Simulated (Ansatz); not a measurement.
# C₂H₇BO₂S: up Jacob's ladder to CCSD(T)

One table from this session's results is given with a row withheld; the runs are named, their logs left out.

Program: Ansatz 0.2.0, Gaussian basis. Level of theory: functionals in def2-TZVPP, the program's frozen cores in correlated methods. These are calculated values, not measurements.

Plan: PBE-D4, r2SCAN-D4, PBE0-D4, B3LYP-D4, ωB97X-V, ωB97M-V, B2PLYP; CCSD(T)/def2-TZVPP; MP2/def2-QZVPP; extrapolation to the limit.

## The geometry

The geometry comes from an earlier relaxation with PBE0-D4 in a triple-zeta def2 set; it is a stationary point, not always the lowest conformer.

13 atoms, charge 0, spin multiplicity 1.

Atoms are counted from 1 here; the program's logs count them from 0.

Bond lengths: C1–C2 1.514 Å, C1–H7 1.092 Å, C1–H8 1.094 Å, C1–H9 1.091 Å, C2–S3 1.819 Å, C2–H10 1.090 Å, C2–H11 1.092 Å, S3–B4 1.815 Å, B4–O5 1.361 Å, B4–O6 1.367 Å, O5–H12 0.962 Å, O6–H13 0.959 Å. Angles: C2–C1–H7 111.1°, C2–C1–H8 110.2°, C2–C1–H9 110.7°, H7–C1–H8 108.3°, H7–C1–H9 108.4°, H8–C1–H9 108.1°, C1–C2–S3 113.4°, C1–C2–H10 111.4°, C1–C2–H11 111.2°, S3–C2–H10 107.8°, S3–C2–H11 104.8°, H10–C2–H11 107.9°, C2–S3–B4 102.3°, S3–B4–O5 120.4°, S3–B4–O6 120.7°, O5–B4–O6 118.8°, B4–O5–H12 111.5°, B4–O6–H13 114.3°.

The first run:

in.yaml

```yaml
crystal:
  periodic: [false, false, false]
  atoms:
    - {symbol: C, position_ang: [1.460260, -0.768106, -0.891642]}
    - {symbol: C, position_ang: [1.191420, 0.587833, -0.275133]}
    - {symbol: S, position_ang: [-0.482396, 1.216258, -0.612644]}
    - {symbol: B, position_ang: [-1.486112, 0.309426, 0.598067]}
    - {symbol: O, position_ang: [-0.897884, -0.542826, 1.481701]}
    - {symbol: O, position_ang: [-2.841953, 0.477174, 0.647474]}
    - {symbol: H, position_ang: [1.306960, -0.746400, -1.972262]}
    - {symbol: H, position_ang: [2.493218, -1.072413, -0.698107]}
    - {symbol: H, position_ang: [0.798439, -1.523245, -0.465573]}
    - {symbol: H, position_ang: [1.328947, 0.567650, 0.805742]}
    - {symbol: H, position_ang: [1.861731, 1.346489, -0.683701]}
    - {symbol: H, position_ang: [-1.545082, -0.940949, 2.071233]}
    - {symbol: H, position_ang: [-3.187560, 1.089101, -0.005154]}
basis:
  gaussian: {orbitals: def2-TZVPP}
hamiltonian: {xc: pbe, dispersion: d4}
output: {forces: true, orbitals: {seedname: orbitals}}
```

The run is started by

```sh
$ ansatz run in.yaml --threads 2 --pin off --events-out ev --progress --plain --max-ram 32768MiB --backend cuda --devices 0, --max-vram 18GiB
```

Steps of the session up to this table: PBE-D4 (GGA); r2SCAN-D4 (meta-GGA); PBE0-D4 (hybrid); B3LYP-D4 (hybrid); ωB97X-V (range-separated); ωB97M-V (range-separated); B2PLYP (double hybrid); CCSD(T) in def2-TZVPP; MP2 in def2-QZVPP.

One table of the session follows, with a row left open; its other results are not shown here.

It belongs to the step «Atomisation energies». 

| method | atomisation energy (kJ/mol) |
| --- | --- |
| PBE-D4 | 5377.6 |
| r2SCAN-D4 | 5288.3 |
| PBE0-D4 | 5277.4 |
| B3LYP-D4 | 5250.4 |
| ωB97X-V | 5265.2 |
| ωB97M-V | 5284.6 |
| B2PLYP | 5204.8 |
| HF/def2-TZVPP | 3859.8 |
| MP2/def2-TZVPP | 5242.8 |
| CCSD/def2-TZVPP | 5046.1 |
| CCSD(T)/def2-TZVPP | 5125.9 |
| MP2/CBS | ? |
| CCSD(T)/CBS | 5259.1 |

Q: Estimate the row for MP2/CBS from the others.

**Answer.** atomisation energy (kJ/mol): 5376.0. In the column «atomisation energy (kJ/mol)» it lies between r2SCAN-D4 (5288.3) and PBE-D4 (5377.6).

Limits of these values: Free atoms (2 C, 1 S, 1 B, 2 O, 7 H) were run apart at each level; the atomisation energy is their sum less the molecule, without zero-point or spin-orbit terms.
